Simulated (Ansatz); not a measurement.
# YZn, space group Pm-3m: a convergence test of the plane-wave cutoff

Run with the Python package of Ansatz (0.2.0).

`yzn_ecut.py`
```python
"""Convergence of YZn with the plane-wave cutoff."""

import ansatz as az
from ase import Atoms
import pandas as pd

atoms = Atoms(
    ["Y", "Zn"],
    scaled_positions=[
        (0.0, 0.0, 0.0),
        (0.5, 0.5, 0.5),
    ],
    cell=[
        (3.56, 0.0, 0.0),
        (0.0, 3.56, 0.0),
        (0.0, 0.0, 3.56),
    ],
    pbc=True,
)
cell = az.Crystal.from_ase(atoms)

model = cell.calculation().functional("pbesol").occupations("Fermi-Dirac").kpoints(density=4.1).stress()

rows = []
for value in [300, 350, 400, 450]:
    rep = model.basis(value).run(threads=1).report
    rows.append((value, rep["free_energy_ev"] / len(rep["lattice"]["sites"]), rep["n_iterations"], sum(rep["stress_gpa"][i][i] for i in range(3)) / 3, rep["n_pw"]))

table = pd.DataFrame(rows, columns=["cutoff (eV)", "F/atom (eV)", "iterations", "P (GPa)", "plane waves"])
print(table.round(5).to_string(index=False))

# the last row is the reference
for row in rows[:-1]:
    shift = 1000 * (row[1] - rows[-1][1])
    print(f"{row[0]}: {shift:+.2f} meV/atom" + ("  (within 2 meV)" if abs(shift) < 2 else ""))
```

```console
$ python yzn_ecut.py
DeckWarning: basis.ecutwfc = 300 eV is below the records' recommended 420 eV, and the density's cutoff is lower with it unless basis.ecutrho_ratio is high enough to keep the records' density cutoff: compare with a run at a higher cutoff
DeckWarning: basis.ecutwfc = 350 eV is below the records' recommended 420 eV, and the density's cutoff is lower with it unless basis.ecutrho_ratio is high enough to keep the records' density cutoff: compare with a run at a higher cutoff
DeckWarning: basis.ecutwfc = 400 eV is below the records' recommended 420 eV, and the density's cutoff is lower with it unless basis.ecutrho_ratio is high enough to keep the records' density cutoff: compare with a run at a higher cutoff
 cutoff (eV)  F/atom (eV)  iterations  P (GPa)  plane waves
         300  -3538.29905           7 -1.86383          515
         350  -3538.35766           6 -2.03941          691
         400  -3538.36086           6 -2.03705          799
         450  -3538.36149           6 -2.04166          949
300: +62.43 meV/atom
350: +3.83 meV/atom
400: +0.63 meV/atom  (within 2 meV)
```
(Warnings from the package without file and line.)

From 400 eV on it stays within 2 meV an atom of the value at 450 eV; the first row (300 eV) is off by 62.4 meV and the last but one by 0.63 meV. The energy falls steadily, as expected when plane waves are added. The pressure moves from -1.86 to -2.04 GPa (the program's stress holds a Pulay correction, so it settles early).

Caveats:
- The mesh is modest for a metal, so energies can be off by several to tens of meV an atom and pressures by half a GPa or more; differences at equal mesh fare better.
- Pressure is positive in compression.
- The structure is a deposited one; some such entries were measured under pressure or heat, so a shift against it needn't be the functional's error alone.
- Shifts are counted from the last row, which is itself no proven limit.
- Timing: 5.1 s on 1 thread of Arm Neoverse V2 (shared host), peak memory 0.43 GiB.
